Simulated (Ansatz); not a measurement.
# GeBrF: vertical ionisation energy

How much energy removes an electron from GeBrF at fixed geometry? The cation is run at each level and the neutral's energy taken from earlier runs.

Computed with Ansatz 0.2.0, Gaussian basis. Level: unrestricted cation, the program's frozen cores in correlated methods.

The runs, in order: UKS PBE-D4/def2-TZVPP; UKS r2SCAN-D4/def2-TZVPP; UKS PBE0-D4/def2-TZVPP; UKS B3LYP-D4/def2-TZVPP; UKS wB97X-V/def2-TZVPP; UKS wB97M-V/def2-TZVPP; UKS B2PLYP/def2-TZVPP; UHF-CCSD(T)/def2-TZVPP; UHF-MP2/def2-QZVPP; extrapolation to the limit; then −ε(HOMO) from the neutral's earlier runs with LDA (SPW92), PBE-D4, revPBE-D4, BLYP-D4, r2SCAN-D4, B97M-V, PBE0-D4, B3LYP-D4, r2SCANh-D4, r2SCAN0-D4, HSE06-D4, BHLYP-D4, CAM-B3LYP-D4, LC-ωPBE, ωB97X-V, ωB97M-V.

### 1 Structure used throughout

All runs share one geometry, relaxed beforehand with PBE0-D4 in a triple-zeta def2 set.

SMILES `[F][Ge][Br]`, 3 atoms, charge 0, spin multiplicity 1.

Atoms are counted from 1 here; the program's logs count them from 0.

Bond lengths: F1–Ge2 1.749 Å, Ge2–Br3 2.341 Å. Angles: F1–Ge2–Br3 98.7°.

As a file:

```
F    -0.7401    1.2532   -0.2773
Ge   -0.6587   -0.4884   -0.4100
Br    1.3877   -0.8297    0.6742
```

### 2 Cation, UKS PBE-D4/def2-TZVPP

Input file in.yaml:

```yaml
crystal:
  periodic: [false, false, false]
  atoms:
    - {symbol: F, position_ang: [-0.740074, 1.253225, -0.277336]}
    - {symbol: Ge, position_ang: [-0.658657, -0.488357, -0.410040]}
    - {symbol: Br, position_ang: [1.387730, -0.829667, 0.674176]}
basis:
  gaussian: {orbitals: def2-TZVPP}
total_charge: 1
magnetization: {spin_polarized: true, initial_magnetization: 1}
hamiltonian: {xc: pbe, dispersion: d4}
```

Run with:

```
> ansatz run in.yaml --threads 4 --pin off --events-out ev --progress --plain --max-ram 10444MiB
```

After this run come: Cation, UKS r2SCAN-D4/def2-TZVPP; Cation, UKS PBE0-D4/def2-TZVPP; Cation, UKS B3LYP-D4/def2-TZVPP; Cation, UKS wB97X-V/def2-TZVPP; Cation, UKS wB97M-V/def2-TZVPP; Cation, UKS B2PLYP (frozen core)/def2-TZVPP; Cation, UHF-CCSD(T)/def2-TZVPP; Cation, UHF-MP2/def2-QZVPP.

**Question.** What will the summary of the whole plan be? Wanted: ionisation energy, CCSD(T)/CBS; nearest functional by difference; nearest −ε(HOMO); −ε(HOMO) of PBE; T1 of the cation.

**Answer**, as computed:

| quantity | value |
| --- | --- |
| ionisation energy, CCSD(T)/CBS | 10.80 eV |
| nearest functional by difference | ωB97X-V (-0.26 eV) |
| nearest −ε(HOMO) | LC-ωPBE (-0.12 eV) |
| −ε(HOMO) of PBE | 7.05 eV |
| T1 of the cation | 0.019 |

Energy differences with functionals land within 0.53 eV of the reference. The PBE orbital energy is 3.8 eV too small: a semilocal HOMO is no ionisation energy. Among orbital estimates LC-ωPBE comes nearest. Hartree-Fock falls 1.06 eV short, as the neutral has more correlation energy than the cation. The cation may have settled in a state other than its lowest; no search over hole states beyond the program's own was made. Correlated methods include outer-core shells of Br, Ge, which these sets cover unevenly. With outer-core shells in play the reference is unsure by up to some tenths of an eV, so close misses can't be ranked.
